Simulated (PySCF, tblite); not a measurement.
**C6H8NO radical: geometry, infrared bands and EPR parameters**

Aim: predict the infrared bands and EPR parameters of C6H8NO radical (`C[C@@H]1[CH]C(C(N)=O)=C1`).

Computed with tblite 0.8.0 and PySCF 2.14.0, with density-fitted response routines of our own, on a single molecule in the gas phase. Atoms count from 0, in the outputs and in this text.

## (1) The molecule as given

16 atoms, charge 0, multiplicity 2; geometry from: force field or distance geometry start.

Bonds of the start (Å): C0–C1 1.51, C1–C2 1.47, C2–C3 1.49, C3–C4 1.48, C4–N5 1.36, C4–O6 1.22, C3–C7 1.34, C7–C1 1.55, C0–H8 1.10, C0–H9 1.10, C0–H10 1.10, C1–H11 1.09, C2–H12 1.07, N5–H13 1.02, N5–H14 1.01, C7–H15 1.08.

## (2) Relaxing the molecule with GFN2-xTB

The job: settings as JSON, then the geometry in Å.

```
{"job": {"kind": "relax", "xc": "GFN2-xTB", "basis": "xTB"}, "charge": 0, "multiplicity": 2}
C     -2.342200     0.389600    -0.689300
C     -0.952000    -0.023000    -1.102500
C     -0.420100    -1.194900    -0.385100
C      0.664200    -0.339500     0.184700
C      1.766700    -0.685000     1.104900
N      2.548900     0.389100     1.397700
O      2.022200    -1.781700     1.568300
C      0.208100     0.758400    -0.424200
H     -3.085000    -0.335600    -1.045900
H     -2.468100     0.478500     0.402900
H     -2.604100     1.361600    -1.131100
H     -0.868000    -0.131300    -2.180900
H     -0.697300    -2.228100    -0.302800
H      3.340000     0.233300     2.017300
H      2.381600     1.322200     1.036800
H      0.497700     1.795400    -0.462000
```

The run is started by

```console
> OMP_NUM_THREADS=1 python probes_run.py task.json out
```

This one command runs all jobs of the session in turn.

**Question.** This job is followed by: GFN2-xTB harmonic vibrations, gas phase; UKS B3LYP, pcH-1 on C H N O, non-relativistic, mean-field spin-orbit, GIAO. Predict these results of the whole session: strongest single infrared mode (GFN2-xTB); zero-point energy (GFN2-xTB); g(iso) (B3LYP); ⟨S²⟩; largest a(iso) (averaged by class); potential on the surface of density 0.002 e/bohr³, 1st and 99th percentile.

The runs gave:

```
                                                                  quantity                    value
                                 strongest single infrared mode (GFN2-xTB)    1740 cm⁻¹, 459 km/mol
                                              zero-point energy (GFN2-xTB)            78.1 kcal/mol
                                                            g(iso) (B3LYP)                  2.00245
                                                                      ⟨S²⟩       0.781 (exact 0.75)
                                        largest a(iso) (averaged by class)  13C on C2, C7, 66.2 MHz
potential on the surface of density 0.002 e/bohr³, 1st and 99th percentile       -2.06 V and 2.07 V
```

In words: Relaxing lowered the energy by 0.299 eV in 19 steps; the close pair that moved most is C2–C3, from 1.494 to 1.393 Å. All 42 modes are real, so the xTB geometry is a minimum. The strongest single mode, at 1740 cm⁻¹, moves mainly C4 and O6. GFN2-xTB is a fitted tight-binding method: band positions and strengths are rough. Its intensities can rank the bands wrongly. The largest spin populations lie on C7 (0.70 e), C2 (0.69 e). The isotropic g lies 0.1 ppt above the free-electron value. These values are for one conformer; the search (at its own cheap level) found 2 more, at 0.02, 0.05 kcal/mol (those within 0.05 may be mirror or relabelled copies), and measured spectra average over such forms.
